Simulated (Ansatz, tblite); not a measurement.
**Ga12N12 zinc blende off sphere (Ga12N12H32): rung by rung**

An exercise on one series of results from a longer session: the logs are not shown, and one member is left open.

The runs use Ansatz 0.2.0, Gaussian basis; as each input shows.

The runs, in order: GFN1-xTB, GFN2-xTB, PBE-D4/def2-TZVP, r2SCAN-D4/def2-TZVP, PBE-D4/def2-SVP, PBE0-D4/def2-SVP.

1 further run of the same task is left out (set aside as unsound or not needed).

### The geometry

The geometry is that of the singlet, from an earlier relaxation (PBE-D4/def2-SVP).

56 atoms, charge 0, spin multiplicity 1.

Bond lengths: N1–Ga14 2.052 Å, N1–Ga15 1.978 Å, N1–H25 1.030 Å, N1–H26 1.039 Å, N2–Ga13 2.021 Å, N2–Ga17 2.041 Å, N2–H27 1.032 Å, N2–H28 1.030 Å, N3–Ga16 2.047 Å, N3–Ga18 2.021 Å, N3–H29 1.032 Å, N3–H30 1.030 Å, N4–Ga14 1.952 Å, N4–Ga19 2.042 Å, N4–Ga20 1.953 Å, N4–H31 1.032 Å, N5–Ga16 1.965 Å, N5–Ga19 2.036 Å and more. Angles: Ga14–N1–Ga15 120.6°, Ga14–N1–H25 109.3°, Ga14–N1–H26 102.2°, Ga15–N1–H25 111.8°, Ga15–N1–H26 106.4°, H25–N1–H26 104.9°, Ga13–N2–Ga17 119.1°, Ga13–N2–H27 104.8°, Ga13–N2–H28 111.6°, Ga17–N2–H27 103.4°, Ga17–N2–H28 112.6°, H27–N2–H28 103.3°, Ga16–N3–Ga18 120.0°, Ga16–N3–H29 107.3°, Ga16–N3–H30 107.5°, Ga18–N3–H29 109.0°, Ga18–N3–H30 108.8°, H29–N3–H30 103.0° and more.

PBE0-D4/def2-TZVP was run before; its log isn't repeated, and its numbers join the tables.

The first run:

Tight binding, by tblite at 300 K electronic temperature and without a spin-polarisation term:

```python
tblite.interface.Calculator('GFN1-xTB', numbers, positions, charge=0, uhf=0).singlepoint()
```

Tight binding, by tblite at 300 K electronic temperature and without a spin-polarisation term:

```python
tblite.interface.Calculator('GFN2-xTB', numbers, positions, charge=0, uhf=0).singlepoint()
```

start.molden holds the orbitals of an earlier run on this state, given as this run's starting guess.

The input, in.yaml:

```yaml
crystal:
  periodic: [false, false, false]
  atoms:
    - {symbol: N, position_ang: [-3.466655, 1.244212, -0.332977]}
    - {symbol: N, position_ang: [-1.516232, -3.048965, 1.872553]}
    - {symbol: N, position_ang: [1.011919, -3.149270, -0.531644]}
    - {symbol: N, position_ang: [-1.302032, 1.302991, -2.727275]}
    - {symbol: N, position_ang: [0.919527, -0.914510, -2.763486]}
    - {symbol: N, position_ang: [-1.303880, -0.978550, -0.573706]}
    - {symbol: N, position_ang: [-1.232871, 1.234845, 1.738855]}
    - {symbol: N, position_ang: [0.960683, -0.961061, 1.738526]}
    - {symbol: N, position_ang: [0.979982, 1.307074, -0.572510]}
    - {symbol: N, position_ang: [-1.251737, 3.466135, -0.333572]}
    - {symbol: N, position_ang: [3.151211, -1.009709, -0.529846]}
    - {symbol: N, position_ang: [3.046529, 1.514922, 1.877898]}
    - {symbol: Ga, position_ang: [-2.600172, -2.082413, 0.466613]}
    - {symbol: Ga, position_ang: [-2.470316, 0.106575, -1.719397]}
    - {symbol: Ga, position_ang: [-2.478547, 2.473778, 0.860005]}
    - {symbol: Ga, position_ang: [-0.262429, -2.126157, -1.765041]}
    - {symbol: Ga, position_ang: [-0.197807, -1.986200, 3.012220]}
    - {symbol: Ga, position_ang: [2.147000, -2.146374, 0.806108]}
    - {symbol: Ga, position_ang: [-0.199049, 0.202047, -4.047370]}
    - {symbol: Ga, position_ang: [-0.108021, 2.472111, -1.717387]}
    - {symbol: Ga, position_ang: [2.129560, 0.267092, -1.763028]}
    - {symbol: Ga, position_ang: [-0.098551, 0.099743, 0.513764]}
    - {symbol: Ga, position_ang: [1.986919, 0.192604, 3.017074]}
    - {symbol: Ga, position_ang: [2.078162, 2.602301, 0.474216]}
    - {symbol: H, position_ang: [-4.265889, 1.711043, -0.785624]}
    - {symbol: H, position_ang: [-3.890939, 0.520672, 0.279488]}
    - {symbol: H, position_ang: [-2.211517, -3.381890, 2.559138]}
    - {symbol: H, position_ang: [-1.108948, -3.920577, 1.505315]}
    - {symbol: H, position_ang: [1.626945, -3.719606, -1.132213]}
    - {symbol: H, position_ang: [0.455662, -3.857644, -0.031162]}
    - {symbol: H, position_ang: [-1.882140, 1.883499, -3.353706]}
    - {symbol: H, position_ang: [1.488456, -1.482807, -3.411804]}
    - {symbol: H, position_ang: [-1.716484, 0.574943, 2.372971]}
    - {symbol: H, position_ang: [-0.569329, 1.727389, 2.361706]}
    - {symbol: H, position_ang: [-1.723906, 4.260245, -0.789729]}
    - {symbol: H, position_ang: [-0.532504, 3.897063, 0.278751]}
    - {symbol: H, position_ang: [3.720656, -1.624828, -1.131304]}
    - {symbol: H, position_ang: [3.860977, -0.455663, -0.028763]}
    - {symbol: H, position_ang: [3.917367, 1.105872, 1.510679]}
    - {symbol: H, position_ang: [3.381263, 2.209055, 2.564795]}
    - {symbol: H, position_ang: [-3.277809, -3.179635, -0.454080]}
    - {symbol: H, position_ang: [-3.517718, -1.081017, 1.329778]}
    - {symbol: H, position_ang: [-3.582635, -0.632164, -2.557675]}
    - {symbol: H, position_ang: [-3.388765, 3.380242, 1.770332]}
    - {symbol: H, position_ang: [-1.025658, -3.198286, -2.632924]}
    - {symbol: H, position_ang: [0.674737, -3.062149, 3.785339]}
    - {symbol: H, position_ang: [-1.173481, -0.964455, 3.754798]}
    - {symbol: H, position_ang: [3.124597, -3.123815, 1.562941]}
    - {symbol: H, position_ang: [-1.196251, -0.775302, -4.798961]}
    - {symbol: H, position_ang: [0.775818, 1.202355, -4.798200]}
    - {symbol: H, position_ang: [0.628242, 3.586160, -2.555864]}
    - {symbol: H, position_ang: [3.204240, 1.030249, -2.627914]}
    - {symbol: H, position_ang: [0.970610, 1.168187, 3.765467]}
    - {symbol: H, position_ang: [3.064381, -0.681703, 3.785753]}
    - {symbol: H, position_ang: [1.071497, 3.511457, 1.341062]}
    - {symbol: H, position_ang: [3.175386, 3.289887, -0.438987]}
basis:
  gaussian: {orbitals: def2-TZVP, fitting: {mean_field: def2-universal-jkfit}, initial_orbitals: start.molden}
hamiltonian: {xc: pbe, dispersion: d4}
scf: {omitted_lower_state_checks: [starts]}
output: {orbitals: {seedname: orbitals}}
```

Run with:

```bash
$ ansatz run in.yaml --threads 11 --pin off --events-out ev --progress --plain --max-ram 174080MiB --backend cuda --devices 0, --max-vram 75GiB
```

Among the steps run: PBE-D4/def2-TZVP; r2SCAN-D4/def2-TZVP; PBE-D4/def2-SVP; PBE0-D4/def2-SVP.

One table of the session follows, with a row left open; its other results are not shown here.

It belongs to the step «Binding energy». 

| level | binding an atom (eV) |
| --- | --- |
| PBE-D4/def2-SVP | ? |
| PBE-D4/def2-TZVP | 3.302 |
| r2SCAN-D4/def2-TZVP | 3.270 |
| PBE0-D4/def2-SVP | 3.289 |
| PBE0-D4/def2-TZVP | 3.256 |

Estimate the missing values for PBE-D4/def2-SVP.

**Answer.** binding an atom (eV): 3.335. In the column «binding an atom (eV)» it is the highest.

Caveats from the session: Free atoms were run apart at each level; binding is atoms less cluster, divided by the number of atoms, without zero-point or spin-orbit terms.
